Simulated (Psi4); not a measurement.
# U-wB97M-V/6-311+G(d,p) run of B2NH3F (SMILES [BH]NBF)

What is the vertical electron affinity of B2NH3F at U-wB97M-V/6-311+G**? 

The calculation is run with Psi4 1.11.

1 further run of the same task is left out (set aside as unsound or not needed).

### Step 1. The molecule

The species is B2NH3F (7 atoms), meant as a doublet with charge 0. SMILES: `[BH]NBF`. The coordinates come from a GFN2-xTB relaxation. This is one conformer, not always the lowest.

Bond lengths: B1–N2 1.407 Å, N2–B3 1.415 Å, B3–F4 1.322 Å, B1–H5 1.165 Å, N2–H6 1.012 Å, B3–H7 1.174 Å. Angles: B1–N2–B3 127.8°, N2–B3–F4 119.6°, B1–N2–H6 117.9°, B3–N2–H6 114.3°, N2–B1–H5 122.0°, N2–B3–H7 123.0°, F4–B3–H7 117.5°.

### Step 2. A single-point energy at U-wB97M-V/6-311+G(d,p)

File b2fh3n.xyz:

```xyz
7
B2FH3N
B     -1.137780     1.094030    -0.196930
N     -0.008560     0.511760     0.407880
B      0.642120    -0.692980     0.049970
F      0.184600    -1.404630    -0.966000
H     -1.671070     0.604670    -1.110210
H      0.406510     0.990500     1.197300
H      1.584190    -1.103350     0.618000
```

File run_ase.py:

```python
import numpy as np
from ase.calculators.psi4 import Psi4
from ase.io import read

mol = read('b2fh3n.xyz')
calc = Psi4(atoms=mol, method='wb97m-v', basis='6-311+G**', memory='1600MB', num_threads=1, charge=0, multiplicity=2, label='b2fh3n', reference='uks')
calc.psi4.set_options({'puream': True, 'e_convergence': 1e-09, 'd_convergence': 1e-08, 'scf_type': 'pk', 'dft_radial_points': 99, 'dft_spherical_points': 590, 'maxiter': 200})
mol.calc = calc

print(f'energy: {mol.get_potential_energy():.6f} eV')
```

Launch:

```
python run_ase.py
```

b2fh3n.dat, shortened:

```text
[...]
  Running in c1 symmetry.
[...]
  Nuclear repulsion =   93.319927887663468
[...]
  Multiplicity = 2
[...]
  Nalpha       = 15
  Nbeta        = 14
[...]
    Number of basis functions: 106
[...]
   @UKS iter   1:  -205.93652003091330   -7.84833e-01   6.60633e-03 ADIIS/DIIS
[...]
   @UKS iter  13:  -206.12626442330065   -3.89377e-12   2.88930e-09 DIIS
[...]
   @S^2 Observed:                7.517377396E-01
[...]
    Orbital Energies [Eh]
    ---------------------
    Alpha Occupied:
       1A    -24.914056     2A    -14.524893     3A     -6.969976
       4A     -6.934816     5A     -1.355446     6A     -1.026599
       7A     -0.691946     8A     -0.674100     9A     -0.625520
      10A     -0.579094    11A     -0.570162    12A     -0.516495
      13A     -0.466602    14A     -0.450065    15A     -0.289573
    Alpha Virtual:
      16A      0.016660    17A      0.025787    18A      0.041076
      19A      0.046502    20A      0.053553    21A      0.070044
      22A      0.077244    23A      0.098114    24A      0.116339
      25A      0.139606    26A      0.146848    27A      0.195609
[...]
  @UKS Final Energy:  -206.12626442330065
   => Energetics <=
    Nuclear Repulsion Energy =             93.3199278876634679
    One-Electron Energy =                -466.1956668855669932
    Two-Electron Energy =                 185.6389902686369737
    DFT Exchange-Correlation Energy =     -19.0074605387796502
    Empirical Dispersion Energy =           0.0000000000000000
    VV10 Nonlocal Energy =                  0.1179448447455207
    Total Energy =                       -206.1262644233006540
[...]
 Multipole Moments:
 ------------------------------------------------------------------------------------
     Multipole            Electronic (a.u.)      Nuclear  (a.u.)        Total (a.u.)
 ------------------------------------------------------------------------------------
 L = 1.  Multiply by 2.5417464519 to convert [e a0] to [Debye]
 Dipole X            :         -0.1512360            0.5969746            0.4457386
 Dipole Y            :         -1.2151573            1.3918205            0.1766632
 Dipole Z            :         -1.1315108            1.7016375            0.5701267
 Magnitude           :                                                    0.7449411
[...]
```

The script printed:

```text
energy: -5608.981351 eV
```

Wall time 2.7 min (1 thread of Intel Xeon Platinum 8488C (Sapphire Rapids), shared host); peak memory 0.78 GiB.

### Step 3. The singlet anion, same level

File input.inp:

```
memory 1.6 GB

molecule m {
  -1 1
  B     -1.137780     1.094030    -0.196930
  N     -0.008560     0.511760     0.407880
  B      0.642120    -0.692980     0.049970
  F      0.184600    -1.404630    -0.966000
  H     -1.671070     0.604670    -1.110210
  H      0.406510     0.990500     1.197300
  H      1.584190    -1.103350     0.618000
  symmetry c1
}

set globals {
  basis 6-311+G**
  puream true
  e_convergence 1e-09
  d_convergence 1e-08
  scf_type pk
  dft_radial_points 99
  dft_spherical_points 590
}

energy("wb97m-v")
```

Launch:

```
psi4 -n 1 input.inp input.out
```

input.out, shortened:

```text
[...]
  Running in c1 symmetry.
[...]
  Nuclear repulsion =   93.319927887663468
[...]
  Multiplicity = 1
[...]
  Nalpha       = 15
  Nbeta        = 15
[...]
    Number of basis functions: 106
[...]
   @RKS iter   1:  -205.78968592428501   -6.37999e-01   7.60593e-03 DIIS/ADIIS
[...]
   @RKS iter  17:  -206.12299815159474   -7.61702e-12   5.33905e-09 DIIS
[...]
    Orbital Energies [Eh]
    ---------------------
    Doubly Occupied:
       1A    -24.760147     2A    -14.328776     3A     -6.798647
       4A     -6.680201     5A     -1.202262     6A     -0.827047
       7A     -0.528534     8A     -0.480493     9A     -0.441805
      10A     -0.426682    11A     -0.401569    12A     -0.321439
      13A     -0.275273    14A     -0.255393    15A     -0.005726
[...]
  @RKS Final Energy:  -206.12299815159474
   => Energetics <=
    Nuclear Repulsion Energy =             93.3199278876634679
    One-Electron Energy =                -471.5164625032828098
    Two-Electron Energy =                 191.0309482918525816
    DFT Exchange-Correlation Energy =     -19.0777198581472440
    Empirical Dispersion Energy =           0.0000000000000000
    VV10 Nonlocal Energy =                  0.1203080303192643
    Total Energy =                       -206.1229981515947429
[...]
 Multipole Moments:
 ------------------------------------------------------------------------------------
     Multipole            Electronic (a.u.)      Nuclear  (a.u.)        Total (a.u.)
 ------------------------------------------------------------------------------------
 L = 1.  Multiply by 2.5417464519 to convert [e a0] to [Debye]
 Dipole X            :          1.9932727            0.5969746            2.5902473
 Dipole Y            :         -4.7393333            1.3918205           -3.3475128
 Dipole Z            :         -1.9568207            1.7016375           -0.2551832
 Magnitude           :                                                    4.2403233
[...]
```

It took 2.8 min on 1 thread of Intel Xeon Platinum 8488C (Sapphire Rapids), shared host; peak memory 0.77 GiB.

### Step 4. What came out

Level: U-wB97M-V/6-311+G**.

```
                                                            quantity          value
                                        doublet B2NH3F: total energy  -206.12626 Eh
                                       doublet B2NH3F: dipole moment         1.89 D
                  doublet B2NH3F: HOMO energy (highest over α and β)       -7.88 eV
                   doublet B2NH3F: LUMO energy (lowest over α and β)        0.07 eV
                                                doublet B2NH3F: ⟨S²⟩          0.752
                                         singlet anion: total energy  -206.12300 Eh
                                          singlet anion: HOMO energy       -0.16 eV
                                          singlet anion: LUMO energy        3.71 eV
singlet anion: HOMO–LUMO gap (to an unbound level, set by the basis)        3.87 eV
                   vertical electron affinity (to the singlet anion)      -0.089 eV
```

**Reading.** The anion lies 0.09 eV (8.6 kJ/mol) above the neutral: the electron isn't bound at this level, and such a value depends on the basis.
